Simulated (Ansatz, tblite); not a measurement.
# The cluster Cd3F4+: one state, many levels

One table from this session's results is given with a row withheld; the runs are named, their logs left out.

Computed with Ansatz 0.2.0, Gaussian basis. Level: as each input shows.

Plan: GFN1-xTB, GFN2-xTB, PBE-D4/def2-TZVP, r2SCAN-D4/def2-TZVP, PBE-QIDH/def2-TZVP, r2SCANh-D4/def2-TZVP, BHLYP-D4/def2-TZVP, PBE-D4/def2-SVP, PBE0-D4/def2-SVP, MP2/def2-TZVP, RPA/def2-TZVP.

6 further runs of the same task are left out: 6 set aside as unsound or not needed. Runs told in other sessions of the task aren't counted.

## The relaxed structure

The geometry is that of the doublet, from an earlier relaxation (r2SCAN-D4/def2-SVP). At that level it is the lowest of the isomers that a small search found.

7 atoms, charge 1, spin multiplicity 2.

Bond lengths: Cd1–F5 2.227 Å, Cd1–F6 2.227 Å, Cd1–F7 2.182 Å, Cd2–F4 2.182 Å, Cd2–F5 2.226 Å, Cd2–F6 2.226 Å, Cd3–F4 2.042 Å, Cd3–F5 2.404 Å, Cd3–F6 2.403 Å, Cd3–F7 2.042 Å. Angles: F5–Cd1–F6 69.8°, F5–Cd1–F7 82.8°, F6–Cd1–F7 82.8°, F4–Cd2–F5 82.8°, F4–Cd2–F6 82.8°, F5–Cd2–F6 69.9°, F4–Cd3–F5 81.5°, F4–Cd3–F6 81.5°, F4–Cd3–F7 160.0°, F5–Cd3–F6 64.0°, F5–Cd3–F7 81.5°, F6–Cd3–F7 81.6°, Cd2–F4–Cd3 93.4°, Cd1–F5–Cd2 104.5°, Cd1–F5–Cd3 83.1°, Cd2–F5–Cd3 83.1°, Cd1–F6–Cd2 104.5°, Cd1–F6–Cd3 83.2° and more.

Cd takes a core potential in the def2 sets. No spin-orbit coupling is included. The ion is computed in the gas phase, without counter-ions or solvent.

PBE0-D4/def2-TZVP was run before; its log isn't repeated, and its numbers join the tables.

Set-up of the first run:

Tight binding, by tblite at 300 K electronic temperature and without a spin-polarisation term:

```python
tblite.interface.Calculator('GFN1-xTB', numbers, positions, charge=1, uhf=1).singlepoint()
```

Tight binding, by tblite at 300 K electronic temperature and without a spin-polarisation term:

```python
tblite.interface.Calculator('GFN2-xTB', numbers, positions, charge=1, uhf=1).singlepoint()
```

start.molden holds the orbitals of an earlier run on this state, given as this run's starting guess.

The input, in.yaml:

```yaml
crystal:
  periodic: [false, false, false]
  atoms:
    - {symbol: Cd, position_ang: [-1.780621, -0.039146, -1.084492]}
    - {symbol: Cd, position_ang: [-0.222339, 0.213127, 2.062177]}
    - {symbol: Cd, position_ang: [1.257902, -0.108947, -0.614240]}
    - {symbol: F, position_ang: [1.830835, 0.062196, 1.338602]}
    - {symbol: F, position_ang: [-0.617113, -1.217991, 0.403432]}
    - {symbol: F, position_ang: [-0.518956, 1.316882, 0.151583]}
    - {symbol: F, position_ang: [0.050282, -0.226111, -2.257052]}
basis:
  gaussian: {orbitals: def2-TZVP, initial_orbitals: start.molden}
total_charge: 1
magnetization: {spin_polarized: true, initial_magnetization: 1}
hamiltonian: {xc: pbe, dispersion: d4}
scf: {omitted_lower_state_checks: [starts]}
output: {forces: true, orbitals: {seedname: orbitals}}
```

Command:

```
ansatz run in.yaml --threads 4 --pin off --events-out ev --progress --plain --max-ram 4787MiB
```

Steps of the session up to this table: PBE-D4/def2-TZVP; r2SCAN-D4/def2-TZVP; PBE-QIDH/def2-TZVP; r2SCANh-D4/def2-TZVP; BHLYP-D4/def2-TZVP; PBE-D4/def2-SVP; PBE0-D4/def2-SVP; MP2/def2-TZVP; RPA/def2-TZVP.

One of the session's tables, all rows but one given; the rest of the session is left out.

It belongs to the step «Levels side by side». 

```
               level  HOMO (eV)  LUMO (eV)  gap (eV)
     PBE-D4/def2-SVP      -9.76      -9.31      0.45
    PBE-D4/def2-TZVP      -9.89      -9.44      0.46
 r2SCAN-D4/def2-TZVP      -9.95      -9.30      0.64
r2SCANh-D4/def2-TZVP     -10.10      -9.08      1.01
    PBE0-D4/def2-SVP     -10.11      -8.56      1.55
   PBE0-D4/def2-TZVP          ?          ?         ?
  BHLYP-D4/def2-TZVP     -10.54      -8.09      2.45
```

Estimate the missing values for PBE0-D4/def2-TZVP.

The run gave: HOMO (eV): -10.22; LUMO (eV): -8.65; gap (eV): 1.57. In the column «HOMO (eV)» it lies between BHLYP-D4/def2-TZVP (-10.54) and PBE0-D4/def2-SVP (-10.11).
